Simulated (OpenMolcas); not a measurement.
**Os⁵⁺ among point charges: CASSCF and CASPT2 levels and susceptibility**

Aim: the splitting of the states of Os⁵⁺ in the field of 6 point charges, its lowest levels with spin-orbit coupling and its magnetic susceptibility.

Method: state-averaged CASSCF and CASPT2, spin-orbit coupling by RASSI with atomic mean-field integrals. Code: OpenMolcas 26.06.

### 1 Starting point

- Species: Os⁵⁺ (osmium, Z = 76, 71 electrons)
- Basis: ANO-RCC-VDZP [7s6p4d2f1g], 68 functions
- Scalar Hamiltonian: DKH2, point nucleus
- Inactive shells: 1s 2s 2p 3s 3p 3d 4s 4p 4d 4f 5s 5p
- Active space: 3 electrons in 5 orbitals (5d)
- Some configurations of this space: 5d³
- Orbitals: optimised for each spin and parity, averaged over all roots

The outer shells:

5d3
```
5d [↑ ][↑ ][↑ ][  ][  ]
```

The ion sits among 6 point charges of -1.7 e arranged as a tetragonal octahedron (D4h), 2.21 Å from the ion, with the axial distance 1.945 Å.

Each step is its own input file, run in one work folder so that later steps find the files of earlier ones. Labels, J, g values, rates, χT and fits are worked out afterwards by a script from the matrices that RASSI stores. The input lists half of the charges; inversion (Group=XYZ) makes the rest.

### 2 One- and two-electron integrals

a.inp

```
&GATEWAY
Coord
1

Os 0.0 0.0 0.0
Basis=ANO-RCC-VDZP
Group=XYZ
NoMove
AngMom=0.0 0.0 0.0
AMFI
XField
3 Angstrom 0
2.210000 0.000000 0.000000 -1.700000
0.000000 2.210000 0.000000 -1.700000
0.000000 0.000000 1.944800 -1.700000
&SEWARD
```

Launch:

```console
OMP_NUM_THREADS=1 MOLCAS_MEM=1689 MOLCAS_PROJECT=a pymolcas a.inp > a.log
```

### 3 CASSCF: quartets of even parity, 10 roots

a.inp

```
&RASSCF
FileOrb=start.orb
Symmetry=1
Spin=4
nActEl=3 0 0
Inactive=15 19
Ras2=5 0
CIRoot=10 10 1
SDav=10
CIMx=300
Iter=120 100
PrWF=0.3
OrbListing=Nothing
MaxOrb=0
>>> COPY $Project.JobIph JOB001
```

start.orb holds the contracted functions of the basis, ordered by shell, or the orbitals of the step before.

### 4 Reference wave functions, doublets of even parity, 40 roots

a.inp

```
&RASSCF
FileOrb=start.orb
Symmetry=1
Spin=2
nActEl=3 0 0
Inactive=15 19
Ras2=5 0
CIRoot=40 40 1
SDav=40
CIMx=300
Iter=120 100
PrWF=0.3
OrbListing=Nothing
MaxOrb=0
>>> COPY $Project.JobIph JOB002
```

### 5 State interaction with spin-orbit coupling

a.inp

```
&RASSI
NrOfJobIphs=2 10 40
1 2 3 4 5 6 7 8 9 10
1 2 3 4 5 6 7 8 9 10 11 12 13 14 15 16 17 18 19 20 21 22 23 24 25 26 27
28 29 30 31 32 33 34 35 36 37 38 39 40
IphNames
JOB001
JOB002
EJob
SpinOrbit
DIPRint=1.0
SOCoupling=1000.0
Subsets=2
Property=9
'ANGMOM' 1 'ANGMOM' 2 'ANGMOM' 3 'MLTPL  1' 1 'MLTPL  1' 2 'MLTPL  1' 3
'AMFI' 1 'AMFI' 2 'AMFI' 3
SOProperty=3
'ANGMOM' 1 'ANGMOM' 2 'ANGMOM' 3
```

### 6 CASPT2: IPEA 0.25, imaginary shift 0.1 (closed shells correlated: 5s 5p)

a.inp

```
>>> COPY JOB001 $Project.JobIph
&CASPT2
Multistate=10 1 2 3 4 5 6 7 8 9 10
NoMult
Frozen=14 16
IPEA=0.25
Imaginary=0.1
MaxIter=60
WThr=0.0 0.3 0.05
PrWF=0.5
NoMix
>>> COPY JOB002 $Project.JobIph
&CASPT2
Multistate=40 1 2 3 4 5 6 7 8 9 10 11 12 13 14 15 16 17 18 19 20 21 22
23 24 25 26 27 28 29 30 31 32 33 34 35 36 37 38 39 40
NoMult
Frozen=14 16
IPEA=0.25
Imaginary=0.1
MaxIter=60
WThr=0.0 0.3 0.05
PrWF=0.5
NoMix
```

(Steps that only read results are left out.)

Before running it: what results should come out? Wanted: spin-free ground state; first state of the same spin within the active space; lowest level; next level.

**Answer**, as computed:

| quantity | value |
| --- | --- |
| method | SS-CASPT2, IPEA 0.25, imaginary shift 0.1 (closed shells correlated: 5s 5p) |
| spin-free ground state | 4B1, 1-fold in its orbital part |
| first state of the same spin within the active space | 4E at 4950 cm⁻¹ |
| lowest level | 2-fold E1/2, g = 0.71, 1.08, 1.08 |
| next level | 1483.3 cm⁻¹ |
| χT at 300 K | 0.11 cm³ K/mol |
| effective moment at 300 K | 0.94 μB |

Cost by method:

```tsv
method	time of its own steps	time with the reference
A. CASSCF	11 s	11 s
B. SS-CASPT2, IPEA 0.25, imaginary shift 0.1, +5s 5p	5.7 s	17 s
```

Times are of one thread on a shared host.

What this shows: The spin-free ground state (4B1) comes to 100 % from free-ion F terms and keeps the highest spin of the shell. χT at 300 K is 0.11, against 1.88 cm³ K/mol for the spin alone, so spin-orbit coupling lowers it. The field of point charges can differ much from that of real complexes. This is an electrostatic model: the charges have no orbitals.
